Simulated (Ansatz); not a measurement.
Set up this calculation in Ansatz 0.2.0, as the native input.

| Item | Value |
| --- | --- |
| Task | band structure |
| Functional | LDA |
| Potentials or basis | Ansatz PAW |
| Cutoff | 420 eV (not typed: the program's choice for these potentials) |
| k mesh | 10 × 10 × 3 |
| Occupations | fermi-dirac, width 0.05 eV |
| Spin | no spin polarisation |
| Path | [["G", "M", "K", "G", "A", "L", "H", "A"], ["L", "M"], ["K", "H"]] |
| Points for each segment of the path | 14 |

The system is ScTaN.

```
Ta Sc N
1.0
     3.08507    0.00000    0.00000
    -1.54253    2.67175    0.00000
     0.00000    0.00000   10.34014
Ta Sc N
2 2 2
Direct
  0.33333 0.66667 0.24563
  0.66667 0.33333 0.75437
  0.00000 0.00000 0.00000
  0.00000 0.00000 0.50000
  0.33333 0.66667 0.62984
  0.66667 0.33333 0.37016
```

The cell comes from a database or a generator and needn't be the stable form of this composition.

One way to write it, as run:

input.yaml

```yaml
crystal:
  lattice:
    - [3.0850655424, 0.0, 0.0]
    - [-1.5425327712, 2.6717451321, 0.0]
    - [0.0, 0.0, 10.340136]
  atoms:
    - { symbol: Ta, position: [0.3333333333, 0.6666666667, 0.245631] }
    - { symbol: Ta, position: [0.6666666667, 0.3333333333, 0.754369] }
    - { symbol: Sc, position: [0.0, 0.0, 0.0] }
    - { symbol: Sc, position: [0.0, 0.0, 0.5] }
    - { symbol: "N", position: [0.3333333333, 0.6666666667, 0.629841] }
    - { symbol: "N", position: [0.6666666667, 0.3333333333, 0.370159] }
hamiltonian:
  xc: lda
  pseudopotentials: { kind: paw }
kpoints:
  mp_grid: { grid: [10, 10, 3] }
  band_path:
    path:
      - [[0.0, 0.0, 0.0], [0.5, 0.0, 0.0], [0.3333333333, 0.3333333333, 0.0], [0.0, 0.0, 0.0], [0.0, 0.0, 0.5], [0.5, 0.0, 0.5], [0.3333333333, 0.3333333333, 0.5], [0.0, 0.0, 0.5]]
      - [[0.5, 0.0, 0.5], [0.5, 0.0, 0.0]]
      - [[0.3333333333, 0.3333333333, 0.0], [0.3333333333, 0.3333333333, 0.5]]
    npoints: 14
scf:
  occupations: { method: fermi_dirac, width: 0.05 }
  n_extra_bands: 15
output:
  forces: true
  stress: true
  eigenvalues: true
  fatbands: true
```

Potentials or basis: Ansatz PAW.

Run with:

```console
$ ansatz run input.yaml --threads 2 --pin off --max-ram 5632MiB --backend cpu --events-out ev --progress --plain --runs-dir out
```

It gave:

| Quantity | Value |
| --- | --- |
| Pressure | -11.5 GPa |
| Largest force | 0.517 eV/Å |
| Band gap on the k mesh | none (metal or under the smearing width) |

Caveat: spin-orbit coupling is left out, which moves the levels of the heavy elements; the PAW data sets come from PBE, with cores solved anew for the run's functional, which leaves a small shift of forces and pressure.

Wall time 15 s on 2 threads of AMD EPYC 7R43 64-Core Processor (Zen 3), on a shared host, peak memory 0.55 GiB.
